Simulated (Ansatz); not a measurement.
# C₄H₂Cl₂Zr: basis-set convergence

One table from this session's results is given with a row withheld; the runs are named, their logs left out.

Method: one geometry, several basis sets; program: Ansatz 0.2.0, Gaussian basis.

The runs, in order: PBE0-D4/def2-SVP; ωB97M-V/def2-SVP; PBE0-D4/def2-QZVPP; ωB97M-V/def2-QZVPP; the functionals' def2-TZVPP values are taken from earlier runs.

**The relaxed structure**

An earlier PBE0-D4 in a triple-zeta def2 set relaxation fixed the geometry. Zr takes the def2 core potential; no spin-orbit term is included.

SMILES `C#[C][Zr]([Cl])([Cl])[C]#C`, 9 atoms, charge 0, spin multiplicity 1.

Atoms are counted from 1 here; the program's logs count them from 0.

Bond lengths: C1–C2 1.216 Å, C1–H8 1.068 Å, C2–Zr3 2.157 Å, Zr3–Cl4 2.323 Å, Zr3–Cl5 2.323 Å, Zr3–C6 2.157 Å, C6–C7 1.216 Å, C7–H9 1.068 Å. Angles: C2–C1–H8 179.9°, C1–C2–Zr3 179.1°, C2–Zr3–Cl4 109.2°, C2–Zr3–Cl5 109.1°, C2–Zr3–C6 108.4°, Cl4–Zr3–Cl5 111.8°, Cl4–Zr3–C6 109.1°, Cl5–Zr3–C6 109.2°, Zr3–C6–C7 179.1°, C6–C7–H9 179.9°.

Set-up of the first run:

in.yaml reads:

```yaml
crystal:
  periodic: [false, false, false]
  atoms:
    - {symbol: C, position_ang: [0.329329, -2.463204, 1.481048]}
    - {symbol: C, position_ang: [-0.137196, -1.444917, 1.007667]}
    - {symbol: Zr, position_ang: [-0.934164, 0.369245, 0.155213]}
    - {symbol: Cl, position_ang: [-2.777091, -0.151779, -1.159366]}
    - {symbol: Cl, position_ang: [-1.485468, 1.837281, 1.868935]}
    - {symbol: C, position_ang: [0.586811, 1.266678, -1.083440]}
    - {symbol: C, position_ang: [1.456117, 1.757415, -1.777793]}
    - {symbol: H, position_ang: [0.740966, -3.357198, 1.894783]}
    - {symbol: H, position_ang: [2.220685, 2.186491, -2.387037]}
basis:
  gaussian: {orbitals: def2-SVP}
hamiltonian: {xc: pbe0, dispersion: d4}
output: {orbitals: {seedname: orbitals}}
```

Started as:

```
> ansatz run in.yaml --threads 4 --pin off --events-out ev --progress --plain --max-ram 11315MiB
```

Steps of the session up to this table: PBE0-D4 in def2-SVP; ωB97M-V in def2-SVP; PBE0-D4 in def2-QZVPP; ωB97M-V in def2-QZVPP.

One table of the session follows, with a row left open; its other results are not shown here.

It belongs to the step «Density functionals: the series». 

| functional | basis | HOMO (eV) | LUMO (eV) |
| --- | --- | --- | --- |
| PBE0-D4 | def2-SVP | -8.48 | -2.84 |
| PBE0-D4 | def2-TZVPP | -8.49 | -2.88 |
| PBE0-D4 | def2-QZVPP | ? | ? |
| ωB97M-V | def2-SVP | -10.66 | -0.82 |
| ωB97M-V | def2-TZVPP | -10.68 | -0.90 |
| ωB97M-V | def2-QZVPP | -10.69 | -0.91 |

Q: Estimate the row for PBE0-D4, def2-QZVPP from the others.

**Answer.** HOMO (eV): -8.50; LUMO (eV): -2.89. In the column «HOMO (eV)» it lies between ωB97M-V, def2-SVP (-10.66) and PBE0-D4, def2-TZVPP (-8.49).
